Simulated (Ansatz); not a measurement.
# W: the cost of one run

Computed with Ansatz 0.2.0 (DFT PBEsol, scalar-relativistic, plane waves, PAW, unless a step's input says otherwise).

The COD cell was measured well above room temperature, so it is larger than a cold one.

5 further runs of the same task are left out: 2 that didn't finish, 3 set aside as unsound or not needed. Runs told in other sessions of the task aren't counted.

### 1 The structure to begin with

Symmetry: Im-3m, No. 229, cubic system. The conventional cell has a = 3.154 Å, b = 3.154 Å, c = 3.154 Å, α = 90.00°, β = 90.00°, γ = 90.00°. Around W (site symmetry m-3m) lie 8 W at 2.73 Å.

As a file:

```cif
data_structure
_symmetry_space_group_name_H-M 'P 1'
_symmetry_Int_Tables_number 1
_cell_length_a 2.7318
_cell_length_b 2.7318
_cell_length_c 2.7318
_cell_angle_alpha 109.471
_cell_angle_beta 109.471
_cell_angle_gamma 109.471
_cell_volume 15.69
loop_
_atom_site_label
_atom_site_type_symbol
_atom_site_fract_x
_atom_site_fract_y
_atom_site_fract_z
_atom_site_occupancy
W1 W 0.00000 0.00000 0.00000 1
```

It is the result of an earlier relaxation at this level (volume 15.69 Å³/atom; gap on the mesh: none (metal)).

### 2 Cutting the slab

Planes are indexed in the bulk's conventional cell (Im-3m (No. 229)), a = 3.154 Å, b = 3.154 Å, c = 3.154 Å, α = 90.00°, β = 90.00°, γ = 90.00°.

A (110) slab, 6.7 Å thick as cut, with 17 Å of vacuum; its outer planes are W (top) and W (bottom).

The slab as cut. Its planes from the bottom up:

```
plane  atoms per cell  height over the lowest (Å)
    1               W                        0.00
    2               W                        2.23
    3               W                        4.46
    4               W                        6.69
```

### 3 The clean surface, relaxed

Input file input.yaml:

```yaml
crystal:
  lattice:
    - [2.7317561364, 0.0, 0.0]
    - [-0.9105853788, 2.5755243847, 0.0]
    - [0.0, 0.0, 23.6914086358]
  atoms:
    - { symbol: W, position: [0.5, 0.5, 0.3587798485] }
    - { symbol: W, position: [0.0, 0.0, 0.4529266162] }
    - { symbol: W, position: [0.5, 0.5, 0.5470733838] }
    - { symbol: W, position: [0.0, 0.0, 0.6412201515] }
basis:
  ecutwfc: 420
kpoints:
  mp_grid: { grid: [11, 11, 1] }
hamiltonian:
  xc: pbesol
scf:
  occupations: { method: gaussian, width: 0.1 }
output:
  forces: true
  eigenvalues: true
  write_density: true
  write_potential: true
  elf: true
  volumetric_format: npy
relax:
  adjacent_minimum: "off"
  f_tol: 0.03
  max_steps: 70
  constraints: [{ sites: [0, 1] }]
efield:
  axis: 3
  dipole_correction: true
  ramp_width: 0.04
```

Command:

```bash
$ ansatz run input.yaml --threads 1 --pin off --max-ram 3072MiB --backend cpu --events-out ev --progress --plain --runs-dir out
```

Q: Estimate wall time and peak memory on 1 thread of AMD EPYC 9R45 (Zen 5), shared host.

About 33 s, with a peak of 0.52 GiB.
